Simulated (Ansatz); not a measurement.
# CH7BGeO: up Jacob's ladder to CCSD(T)

Aim: compute CH7BGeO with functionals from several rungs and with coupled cluster, and see how far each lands from CCSD(T) at the basis-set limit for the atomisation energy.

Program: Ansatz 0.2.0, Gaussian basis. Level of theory: functionals in def2-TZVPP, the program's frozen cores in correlated methods. These are calculated values, not measurements.

Levels to be run: PBE-D4, r2SCAN-D4, PBE0-D4, B3LYP-D4, ωB97X-V, ωB97M-V, B2PLYP; CCSD(T)/def2-TZVPP; MP2/def2-QZVPP; extrapolation to the limit.

### Step 1. The relaxed structure

The geometry comes from an earlier relaxation with PBE0-D4 in a triple-zeta def2 set; it is a stationary point, not always the lowest conformer.

SMILES `B[CH](O)[GeH3]`, 11 atoms, charge 0, spin multiplicity 1.

Atoms are counted from 1 here; the program's logs count them from 0.

Bond lengths: B1–C2 1.496 Å, B1–H5 1.195 Å, B1–H6 1.200 Å, C2–O3 1.382 Å, C2–Ge4 2.133 Å, C2–H7 1.094 Å, O3–H8 0.961 Å, Ge4–H9 1.538 Å, Ge4–H10 1.535 Å, Ge4–H11 1.535 Å. Angles: C2–B1–H5 121.3°, C2–B1–H6 117.2°, H5–B1–H6 121.4°, B1–C2–O3 121.0°, B1–C2–Ge4 82.2°, B1–C2–H7 120.0°, O3–C2–Ge4 111.3°, O3–C2–H7 114.3°, Ge4–C2–H7 98.6°, C2–O3–H8 109.9°, C2–Ge4–H9 98.9°, C2–Ge4–H10 109.3°, C2–Ge4–H11 118.5°, H9–Ge4–H10 110.4°, H9–Ge4–H11 108.8°, H10–Ge4–H11 110.2°.

### Step 2. PBE-D4 (GGA)

File in.yaml:

```yaml
crystal:
  periodic: [false, false, false]
  atoms:
    - {symbol: B, position_ang: [-0.363209, 1.339423, 0.337541]}
    - {symbol: C, position_ang: [0.030833, 0.022338, 0.927542]}
    - {symbol: O, position_ang: [1.307939, -0.187244, 1.412431]}
    - {symbol: Ge, position_ang: [-0.141777, -0.610299, -1.102157]}
    - {symbol: H, position_ang: [0.454050, 2.167181, 0.065524]}
    - {symbol: H, position_ang: [-1.522398, 1.495144, 0.070393]}
    - {symbol: H, position_ang: [-0.730271, -0.629591, 1.366959]}
    - {symbol: H, position_ang: [1.442820, -1.122673, 1.585654]}
    - {symbol: H, position_ang: [0.950639, -1.692525, -1.108626]}
    - {symbol: H, position_ang: [-1.523441, -1.242227, -1.319895]}
    - {symbol: H, position_ang: [0.160115, 0.403573, -2.214765]}
basis:
  gaussian: {orbitals: def2-TZVPP}
hamiltonian: {xc: pbe, dispersion: d4}
output: {forces: true, orbitals: {seedname: orbitals}}
```

Started as:

```
$ ansatz run in.yaml --threads 4 --pin off --events-out ev --progress --plain --max-ram 10444MiB
```

The runs that follow: r2SCAN-D4 (meta-GGA); PBE0-D4 (hybrid); B3LYP-D4 (hybrid); ωB97X-V (range-separated); ωB97M-V (range-separated); B2PLYP (double hybrid); CCSD(T) in def2-TZVPP; MP2 in def2-QZVPP.

Before running them: what should the planned runs give, taken together? Wanted: atomisation energy, CCSD(T)/CBS; farthest; mean size of error, hybrid; mean size of error, range-separated; gap, smallest and largest; T1 diagnostic; triples share of the correlation energy.

The runs gave:

| quantity | value |
| --- | --- |
| atomisation energy, CCSD(T)/CBS | 3620.4 kJ/mol |
| functionals within 36.2 kJ/mol (1.0 %) | r2SCAN-D4, PBE0-D4, B3LYP-D4, ωB97X-V, ωB97M-V |
| farthest | PBE-D4 (+49.2 kJ/mol) |
| mean size of error, hybrid | 4.5 kJ/mol |
| mean size of error, range-separated | 5.1 kJ/mol |
| gap, smallest and largest | 4.68 eV (PBE-D4), 11.09 eV (ωB97X-V) |
| T1 diagnostic | 0.0125 |
| triples share of the correlation energy | 3.7 % |

In words: PBE-D4 is off by +49.2 kJ/mol. Double hybrids carry the basis error of their MP2 part in triple zeta, and no dispersion term here, so their miss is partly the set-up's. The reference freezes the cores and leaves out relativity and excitations past (T), and its outer-core shells are covered unevenly, so misses under about 36.2 kJ/mol can't be ranked. Hartree-Fock recovers 73 % of the binding; the rest is correlation. The gap grows from 4.7 to 11.1 eV across the functionals, mostly with the share of exact exchange. Correlated methods include outer-core shells of Ge, which these sets cover unevenly.
